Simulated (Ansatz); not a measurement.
# C₂H₈AlFSi: small, medium and large basis sets

Aim: see how fast density functionals converge with the basis set for C₂H₈AlFSi.

Method: one geometry, several basis sets; program: Ansatz 0.2.0, Gaussian basis.

Plan: PBE0-D4/def2-SVP; ωB97M-V/def2-SVP; PBE0-D4/def2-QZVPP; ωB97M-V/def2-QZVPP; the functionals' def2-TZVPP values are taken from earlier runs.

### Step 1. The geometry

All runs share one geometry, relaxed beforehand with PBE0-D4 in a triple-zeta def2 set.

SMILES `C[CH]([SiH3])[AlH][F]`, 13 atoms, charge 0, spin multiplicity 1.

Atoms are counted from 1 here; the program's logs count them from 0.

Bond lengths: C1–C2 1.538 Å, C1–H6 1.093 Å, C1–H7 1.095 Å, C1–H8 1.093 Å, C2–Si3 1.873 Å, C2–Al4 1.945 Å, C2–H9 1.101 Å, Si3–H10 1.490 Å, Si3–H11 1.491 Å, Si3–H12 1.491 Å, Al4–F5 1.653 Å, Al4–H13 1.578 Å. Angles: C2–C1–H6 111.3°, C2–C1–H7 111.8°, C2–C1–H8 112.2°, H6–C1–H7 107.2°, H6–C1–H8 106.7°, H7–C1–H8 107.2°, C1–C2–Si3 111.3°, C1–C2–Al4 114.6°, C1–C2–H9 110.7°, Si3–C2–Al4 110.2°, Si3–C2–H9 104.6°, Al4–C2–H9 104.9°, C2–Si3–H10 111.4°, C2–Si3–H11 110.7°, C2–Si3–H12 110.2°, H10–Si3–H11 108.7°, H10–Si3–H12 107.9°, H11–Si3–H12 107.9° and more.

### Step 2. PBE0-D4 in def2-SVP

Contents of in.yaml:

```yaml
crystal:
  periodic: [false, false, false]
  atoms:
    - {symbol: C, position_ang: [-1.461823, 0.204315, 0.492834]}
    - {symbol: C, position_ang: [0.045015, 0.401340, 0.258789]}
    - {symbol: Si, position_ang: [0.998613, -1.170131, 0.615984]}
    - {symbol: Al, position_ang: [0.508473, 1.082507, -1.502911]}
    - {symbol: F, position_ang: [-0.623240, 0.950140, -2.700752]}
    - {symbol: H, position_ang: [-1.881629, -0.518178, -0.211333]}
    - {symbol: H, position_ang: [-1.672584, -0.165783, 1.501563]}
    - {symbol: H, position_ang: [-2.024842, 1.132339, 0.364961]}
    - {symbol: H, position_ang: [0.454917, 1.140365, 0.964725]}
    - {symbol: H, position_ang: [0.757523, -1.648443, 2.006164]}
    - {symbol: H, position_ang: [2.461811, -0.951961, 0.433861]}
    - {symbol: H, position_ang: [0.577580, -2.250861, -0.320446]}
    - {symbol: H, position_ang: [1.880585, 1.759751, -1.888840]}
basis:
  gaussian: {orbitals: def2-SVP}
hamiltonian: {xc: pbe0, dispersion: d4}
output: {orbitals: {seedname: orbitals}}
```

The run is started by

```
$ ansatz run in.yaml --threads 4 --pin off --events-out ev --progress --plain --max-ram 10444MiB
```

After this run come: ωB97M-V in def2-SVP; PBE0-D4 in def2-QZVPP; ωB97M-V in def2-QZVPP.

Q: Predict the results of all the runs planned. Wanted: PBE0-D4: double and triple zeta above quadruple; ωB97M-V: double and triple zeta above quadruple.

The runs gave:

| quantity | value |
| --- | --- |
| PBE0-D4: double and triple zeta above quadruple | 11.67, 0.77 eV |
| ωB97M-V: double and triple zeta above quadruple | 11.87, 0.73 eV |

What this shows: For PBE0-D4 the step from double to triple zeta gains 10.90 eV and the next only 0.77 eV. Total energies overstate the basis error of differences, where much of it tends to cancel.
